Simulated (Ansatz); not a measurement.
# GaH4NSe: the cost of one run

Computed with Ansatz 0.2.0, Gaussian basis. Level: the settings change from run to run.

## Step 1: The geometry

An earlier PBE0-D4 in a triple-zeta def2 set relaxation fixed the geometry.

SMILES `[NH2][GaH][SeH]`, 7 atoms, charge 0, spin multiplicity 1.

Atoms are counted from 1 here; the program's logs count them from 0.

Bond lengths: N1–Ga2 1.809 Å, N1–H4 1.005 Å, N1–H5 1.005 Å, Ga2–Se3 2.330 Å, Ga2–H6 1.554 Å, Se3–H7 1.468 Å. Angles: Ga2–N1–H4 124.2°, Ga2–N1–H5 123.5°, H4–N1–H5 112.3°, N1–Ga2–Se3 115.0°, N1–Ga2–H6 121.8°, Se3–Ga2–H6 123.2°, Ga2–Se3–H7 92.2°.

## Step 2: B97/aug-cc-pVDZ

Input file in.yaml:

```yaml
crystal:
  periodic: [false, false, false]
  atoms:
    - {symbol: N, position_ang: [-1.098035, 0.468725, -0.912285]}
    - {symbol: Ga, position_ang: [0.068266, 0.176417, 0.438996]}
    - {symbol: Se, position_ang: [1.688317, -1.441728, 0.008674]}
    - {symbol: H, position_ang: [-1.078391, -0.018421, -1.791225]}
    - {symbol: H, position_ang: [-1.845658, 1.138872, -0.864577]}
    - {symbol: H, position_ang: [-0.017418, 0.957760, 1.779670]}
    - {symbol: H, position_ang: [2.282908, -1.281615, 1.340747]}
basis:
  gaussian: {orbitals: aug-cc-pVDZ}
hamiltonian: {xc: {name: B97}}
```

Command:

```console
ansatz run in.yaml --threads 2 --pin off --events-out ev --progress --plain --max-ram 4352MiB
```

**Question.** How long does this run take on 2 threads of Arm Neoverse V2, shared host, and how much memory does it need?

About 8 s, with a peak of 0.4 GiB.
